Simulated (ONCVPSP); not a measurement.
# Si: the cost of one run

Method: ONCVPSP 4.0.1.1 (patched build), LDA (Perdew-Wang 92), scalar-relativistic.

## 1. Starting point

The settings as typed:

```
element                 : silicon (Si, Z = 14)
type                    : optimised norm-conserving Vanderbilt (ONCV)
frozen core             : [Ne]
valence charge          : 4
reference configuration : 3s2 3p2
partial waves           : 3s: rc 1.95 bohr, ncon 4, nbas 7, qcut 2.6 1/bohr, 2 projectors, debl 2.1 Ha; 3p: rc 1.45 bohr, ncon 4, nbas 8, qcut 5.5 1/bohr, 2 projectors, debl 3.4 Ha; d scattering state at 0.1 Ha: rc 1.85 bohr, ncon 3, nbas 6, qcut 4.4 1/bohr, 2 projectors, debl 1.4 Ha
local potential         : polynomial inside 1.35 bohr (lpopt 5, dvloc0 0 Ha)
core correction         : polynomial model core, fcfact 0.4
```

The outer shells as boxes (Hund's rule for the drawing; the calculation is spin-unpolarised):

```
[Ne] core
3s [↑↓]
3p [↑ ][↑ ][  ]
```

The nodes and maxima of the atom's own shells, from an earlier all-electron run, set the scale for the radii.

All-electron outer shells of the reference configuration (LDA (PZ), scalar-relativistic, ld1.x):

```
shell  level (eV)  outermost node (bohr)  outermost maximum (bohr)
   2s     -138.73                   0.15                      0.45
   2p      -95.60                      –                      0.39
   3s      -10.88                   0.72                      1.77
   3p       -4.17                   0.72                      2.14
```

## 2. Generating the potential

The input, Si.dat:

```
# ATOM AND REFERENCE CONFIGURATION
# atsym  z   nc   nv     iexc    psfile
  Si 14.00    3    2  -001012      upf
#
#   n    l    f
    1    0    2.00
    2    0    2.00
    2    1    6.00
    3    0    2.00
    3    1    2.00
#
# PSEUDOPOTENTIAL AND OPTIMIZATION
# lmax
    2
#
#   l,   rc,      ep,       ncon, nbas, qcut
    0    1.95    0.00    4    7    2.60
    1    1.45    0.00    4    8    5.50
    2    1.85    0.10    3    6    4.40
#
# LOCAL POTENTIAL
# lloc, lpopt,  rc(5),   dvloc0
    4    5    1.35    0.00
#
# VANDERBILT-KLEINMAN-BYLANDER PROJECTORs
# l, nproj, debl
    0    2    2.10
    1    2    3.40
    2    2    1.40
#
# MODEL CORE CHARGE
# icmod, fcfact, rcfact
    1    0.40    0.00
#
# LOG DERIVATIVE ANALYSIS
# epsh1, epsh2, depsh
   -2.00    5.00    0.02
#
# OUTPUT GRID
# rlmax, drl
    6.00    0.01
#
# TEST CONFIGURATIONS
# ncnf
    4
# nvcnf
#   n    l    f
    2
    3    0    2.00
    3    1    1.00
#
    2
    3    0    2.00
    3    1    0.00
#
    2
    3    0    1.00
    3    1    0.00
#
    2
    3    0    2.00
    3    1    1.50
#
```

Started as:

```bash
$ oncvpsp.x < Si.dat > Si.out
```

**Question.** How long does this run take on 1 thread of Neoverse-N1, shared host?

About 4.2 s.
